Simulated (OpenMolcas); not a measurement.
# Ru⁵⁺ with 6 ligands (chloride): CASSCF and CASPT2 levels and susceptibility

Aim: the ligand-field states of Ru⁵⁺ in this surrounding, its lowest levels with spin-orbit coupling and its magnetic susceptibility.

Method: state-averaged CASSCF and CASPT2, spin-orbit coupling by RASSI with atomic mean-field integrals. Code: OpenMolcas 26.06.

**1. The system**

- Species: Ru⁵⁺ (ruthenium, Z = 44, 39 electrons)
- Basis: ANO-RCC-VDZP [6s5p3d1f], 151 functions with the ligands
- Scalar Hamiltonian: DKH2, point nucleus
- Inactive shells: 1s 2s 2p 3s 3p 3d 4s 4p of the metal, and all ligand shells
- Active space: 3 electrons in 5 orbitals (4d)
- Some configurations of this space: 4d³
- Orbitals: optimised for each spin and parity, averaged over all roots

The outer shells:

4d3
```
4d [↑ ][↑ ][↑ ][  ][  ]
```

Ru⁵⁺ is taken with 6 ligands (chloride) in octahedron coordination (Oh) at 2.43 Å. A charge of +0.167 e stands 2.4 Å behind each ligand. Ligand basis ANO-RCC-VDZP. The distances are assumed, not relaxed.

```xyz
7

Ru    0.0000    0.0000    0.0000
Cl    2.4300    0.0000    0.0000
Cl    0.0000    2.4300    0.0000
Cl   -2.4300    0.0000    0.0000
Cl    0.0000   -2.4300    0.0000
Cl    0.0000    0.0000    2.4300
Cl    0.0000    0.0000   -2.4300
```

The work runs as a chain of OpenMolcas steps in one folder; each step below is one input file. Labels, J, g values, rates, χT and fits are worked out afterwards by a script from the matrices that RASSI stores. The input lists half of the charges; inversion (Group=XYZ) makes the rest.

**2. Basis and integrals**

File a.inp:

```
&GATEWAY
Coord
7

Ru 0.0 0.0 0.0
Cl 2.430000 0.000000 0.000000
Cl 0.000000 2.430000 0.000000
Cl -2.430000 0.000000 0.000000
Cl 0.000000 -2.430000 0.000000
Cl 0.000000 0.000000 2.430000
Cl 0.000000 0.000000 -2.430000
Basis=Ru.ANO-RCC-VDZP,Cl.ANO-RCC-VDZP
Group=XYZ
NoMove
AngMom=0.0 0.0 0.0
AMFI
RICD
XField
3 Angstrom 0
4.830000 0.000000 0.000000 0.166667
0.000000 4.830000 0.000000 0.166667
0.000000 0.000000 4.830000 0.166667
&SEWARD
```

Started as:

```sh
$ OMP_NUM_THREADS=1 MOLCAS_MEM=2457 MOLCAS_PROJECT=a pymolcas a.inp > a.log
```

**3. CASSCF: quartets of even parity, 10 roots**

File a.inp:

```
&RASSCF
FileOrb=start.orb
Symmetry=1
Spin=4
nActEl=3 0 0
Inactive=36 36
Ras2=5 0
CIRoot=10 10 1
SDav=10
CIMx=300
Iter=150 100
PrWF=0.3
OrbListing=Nothing
MaxOrb=0
LevShft=1.0
>>> COPY $Project.JobIph JOB001
```

start.orb holds start orbitals that the driver prepared beforehand, or those of the step before.

**4. CASSCF: doublets of even parity, 40 roots**

File a.inp:

```
&RASSCF
FileOrb=start.orb
Symmetry=1
Spin=2
nActEl=3 0 0
Inactive=36 36
Ras2=5 0
CIRoot=40 40 1
SDav=40
CIMx=300
Iter=150 100
PrWF=0.3
OrbListing=Nothing
MaxOrb=0
LevShft=1.0
>>> COPY $Project.JobIph JOB002
```

**5. State interaction with spin-orbit coupling**

File a.inp:

```
&RASSI
NrOfJobIphs=2 10 40
1 2 3 4 5 6 7 8 9 10
1 2 3 4 5 6 7 8 9 10 11 12 13 14 15 16 17 18 19 20 21 22 23 24 25 26 27
28 29 30 31 32 33 34 35 36 37 38 39 40
IphNames
JOB001
JOB002
EJob
SpinOrbit
DIPRint=1.0
SOCoupling=1000.0
Subsets=2
Property=9
'ANGMOM' 1 'ANGMOM' 2 'ANGMOM' 3 'MLTPL  1' 1 'MLTPL  1' 2 'MLTPL  1' 3
'AMFI' 1 'AMFI' 2 'AMFI' 3
SOProperty=3
'ANGMOM' 1 'ANGMOM' 2 'ANGMOM' 3
```

**6. CASPT2: IPEA 0.25, imaginary shift 0.1 (closed shells correlated: 4s 4p of the metal, with ligand shells; the Frozen line counts the rest)**

File a.inp:

```
>>> COPY JOB001 $Project.JobIph
&CASPT2
Multistate=10 1 2 3 4 5 6 7 8 9 10
NoMult
Frozen=23 21
IPEA=0.25
Imaginary=0.1
MaxIter=60
WThr=0.0 0.3 0.05
PrWF=0.5
NoMix
>>> COPY JOB002 $Project.JobIph
&CASPT2
Multistate=40 1 2 3 4 5 6 7 8 9 10 11 12 13 14 15 16 17 18 19 20 21 22
23 24 25 26 27 28 29 30 31 32 33 34 35 36 37 38 39 40
NoMult
Frozen=23 21
IPEA=0.25
Imaginary=0.1
MaxIter=60
WThr=0.0 0.3 0.05
PrWF=0.5
NoMix
```

**7. CASPT2: IPEA 0, imaginary shift 0.1 (closed shells correlated: 4s 4p of the metal, with ligand shells; the Frozen line counts the rest)**

Edit a.inp of step 6 so:

```diff
@@ -5,3 +5,3 @@
 Frozen=23 21
-IPEA=0.25
+IPEA=0.0
 Imaginary=0.1
@@ -17,3 +17,3 @@
 Frozen=23 21
-IPEA=0.25
+IPEA=0.0
 Imaginary=0.1
```

(Steps that only read results are left out.)

Q: Predict the outcome of this session. Wanted: spin-free ground state; first state of the same spin within the active space; lowest level; next level.

The runs gave:

```
                                            quantity                                                                                                                                          value
                                              method  SS-CASPT2, IPEA 0.25, imaginary shift 0.1 (closed shells correlated: 4s 4p of the metal, with ligand shells; the Frozen line counts the rest)
                              spin-free ground state                                                                                                                4A2, 1-fold in its orbital part
first state of the same spin within the active space                                                                                                                              4T2 at 28400 cm⁻¹
                                        lowest level                                                                                                                                      4-fold Γ8
                                          next level                                                                                                                                    5660.1 cm⁻¹
                                         χT at 300 K                                                                                                                                 1.79 cm³ K/mol
                           effective moment at 300 K                                                                                                                                        3.78 μB
```

Cost by method:

```csv
method,time of its own steps,time with the reference
A. CASSCF,34 s,34 s
"B. SS-CASPT2, IPEA 0.25, imaginary shift 0.1, +4s 4p",2.2 min,2.8 min
"C. SS-CASPT2, IPEA 0, imaginary shift 0.1, +4s 4p",2.3 min,2.9 min
```

Times are of one thread on a shared host.

In words: The spin-free ground state (4A2) is 1-fold and keeps the highest spin of the shell. χT at 300 K is 1.79, against 1.88 cm³ K/mol for the spin alone; near agreement at one temperature doesn't show that the orbital moment is quenched. CASPT2 does not keep the components of a term degenerate, and the means are used. The bonds are covalent and no ligand orbital is active, so the numbers are rough.
